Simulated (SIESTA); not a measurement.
# PdAu3 (I4/mmm) in SIESTA: reference runs, part 2 of 2

SIESTA 5.4.2.

### Step 9. Single point, PBEsol, 17.88 Å³/atom

PdAu3.fdf

```
SystemName                      PdAu3
SystemLabel                     PdAu3
NumberOfSpecies                 2
NumberOfAtoms                   4
%block ChemicalSpeciesLabel
  1  79 Au
  2  46 Pd
%endblock ChemicalSpeciesLabel

LatticeConstant                 1.0 Ang
%block LatticeVectors
    -2.0928547711     2.0928547711     4.0811530597
     2.0928547711    -2.0928547711     4.0811530597
     2.0928547711     2.0928547711    -4.0811530597
%endblock LatticeVectors
AtomicCoordinatesFormat         Fractional
%block AtomicCoordinatesAndAtomicSpecies
     0.5000000000     0.5000000000     0.0000000000  1  Au
     0.2500000000     0.7500000000     0.5000000000  1  Au
     0.7500000000     0.2500000000     0.5000000000  1  Au
     0.0000000000     0.0000000000     0.0000000000  2  Pd
%endblock AtomicCoordinatesAndAtomicSpecies

%block kgrid.MonkhorstPack
    9   0   0  0.0
    0   9   0  0.0
    0   0   9  0.0
%endblock kgrid.MonkhorstPack
XC.Functional                   GGA
XC.Authors                      PBEsol
PAO.BasisSize                   DZP
PAO.EnergyShift                 0.003 Ry
Mesh.Cutoff                     800 Ry
OccupationFunction              FD
ElectronicTemperature           0.05 eV
MaxSCFIterations                120
SCF.MustConverge                false
SCF.Mixer.Method                Pulay
SCF.Mixer.Weight                0.25
SCF.Mixer.History               8
SCF.DM.Tolerance                5.0e-05
SCF.H.Tolerance                 1.0e-03 eV
WriteForces                     true
Charge.Mulliken                 end
%block PAO.Basis
  Au 5
  n=5 0 2
    2.662 0.000
  n=6 0 2
    6.968 0.000
  n=5 1 2
    3.170 0.000
  n=6 1 1
    6.968
  n=5 2 2
    5.436 0.000
  Pd 5
  n=4 0 2
    2.827 0.000
  n=5 0 2
    8.651 0.000
  n=4 1 2
    3.241 0.000
  n=5 1 1
    8.651
  n=4 2 2
    5.842 0.000
%endblock PAO.Basis
```

Potentials or basis: PseudoDojo 0.4 standard (PBEsol files), DZP (energy shift 0.003 Ry; two zetas on semicore shells).

Command:

```bash
siesta PdAu3.fdf > PdAu3.out 2>&1
```

PdAu3.out:

```text
Version         : 5.4.2

                           ***********************
                           *  WELCOME TO SIESTA  *
                           ***********************

 NOTE: Siesta V5 introduces some new defaults for basis-set generation
 NOTE: which might lead to slightly different numerical results.
 NOTE: Please see the manual for full details and compatibility measures.

reinit: Reading from file PdAu3.fdf

reinit: -----------------------------------------------------------------------
reinit: System Name: PdAu3
reinit: -----------------------------------------------------------------------
reinit: System Label: PdAu3
reinit: -----------------------------------------------------------------------

initatom: Reading input for the pseudopotentials and atomic orbitals ----------
Species number:   1 Atomic number:   79 Label: Au
Species number:   2 Atomic number:   46 Label: Pd

Ground state valence configuration (from tables):   6s01  6p00  5d10  5f00
Ground state valence configuration (from tables):   5s01  5p00  4d09  4f00

---- Processing specs for species: Au
[... 749 lines left out ...]
Atom  Qatom  Qorb
               5s      5s      6s      6s      5py     5pz     5px     5py
               5pz     5px     6py     6pz     6px     5dxy    5dyz    5dz2
               5dxz    5dx2-y2 5dxy    5dyz    5dz2    5dxz    5dx2-y2
   1 18.822   1.947   0.038   1.419  -0.533   1.940   1.941   1.940   0.064
              0.062   0.064   0.153   0.185   0.153   1.869   1.766   1.875

              1.766   1.804   0.032   0.089   0.052   0.089   0.106
   2 18.679   1.939   0.038   1.214  -0.446   1.940   1.940   1.940   0.064
              0.064   0.064   0.157   0.160   0.157   1.781   1.818   1.833

              1.818   1.846   0.084   0.055   0.088   0.055   0.070
   3 18.679   1.939   0.038   1.214  -0.446   1.940   1.940   1.940   0.064
              0.064   0.064   0.157   0.160   0.157   1.781   1.818   1.833

              1.818   1.846   0.084   0.055   0.088   0.055   0.070

Species: Pd
Atom  Qatom  Qorb
               4s      4s      5s      5s      4py     4pz     4px     4py
               4pz     4px     5py     5pz     5px     4dxy    4dyz    4dz2
               4dxz    4dx2-y2 4dxy    4dyz    4dz2    4dxz    4dx2-y2
   4 18.820   1.946   0.053   1.619  -0.521   1.920   1.920   1.920   0.084
              0.083   0.084   0.221   0.268   0.221   1.591   1.594   1.694

              1.594   1.644   0.192   0.170   0.173   0.170   0.182

mulliken: Qtot =       75.000

Mulliken Atomic Populations:
Atom #   charge [q] valence [e]  Species
     1     0.178163   18.821837  Au
     2     0.320867   18.679133  Au
     3     0.320867   18.679133  Au
     4    -0.819898   18.819898  Pd
 Total     0.000000

Job completed
```

Wall time 85 s (1 thread of Arm Neoverse V2, shared host); peak memory 0.37 GiB.

What came out:

```
Free energy            : -15702.7486 eV
Pressure               : -11.7 GPa
Band gap on the k mesh : none (metal or under the smearing width)
```

Caveat: short orbitals over semicore shells can move pressures by several GPa; the basis of atomic orbitals isn't converged, which shifts pressures, moduli and gaps.

### Step 10. Equation of state, PBEsol

Potentials or basis: PseudoDojo 0.4 standard (PBEsol files), DZP (energy shift 0.003 Ry; two zetas on semicore shells).

No new run: the results of the series are fitted here.

What came out:

```
Equilibrium volume                        : 16.43 Å³/atom
Bulk modulus at fixed shape and positions : 175 GPa
Pressure derivative of the bulk modulus   : 5.4
```

Energy against volume, from the lowest point:
```csv
volume (Å³/atom),energy (meV/atom)
15.852,11.72
16.189,1.67
16.527,0.00
16.864,5.55
17.201,17.52
17.538,35.16
17.876,57.57
```

Caveat: short orbitals over semicore shells can move pressures by several GPa; the cell was scaled at fixed shape and fractional positions, which overstates the stiffness of a crystal with free parameters, most of all of layers and chains; the basis of atomic orbitals isn't converged, which shifts pressures, moduli and gaps. The run has no spin-orbit coupling, so splittings on Au are missing.

### Step 11. Overview

```csv
task,cell,gap on the mesh (eV),pressure (GPa)
single point,as given,none,-4.2
single point,"atoms moved at random, drawn with an rms of 0.05 Å",none,-4.0
equation of state,as given,-,-
```

Alike in all rows: level PBEsol; potentials or basis PseudoDojo 0.4 standard (PBEsol files), DZP (energy shift 0.003 Ry; two zetas on semicore shells); no spin polarisation; k mesh 9 × 9 × 9; smearing fermi-dirac 0.05 eV; grid cutoff 800 Ry; energy shift 0.003 Ry.

Caveats: short orbitals over semicore shells can move pressures by several GPa; the basis of atomic orbitals isn't converged, which shifts pressures, moduli and gaps; the cell was scaled at fixed shape and fractional positions, which overstates the stiffness of a crystal with free parameters, most of all of layers and chains (some runs).

Absolute energies hang on the potentials; compare differences alone.
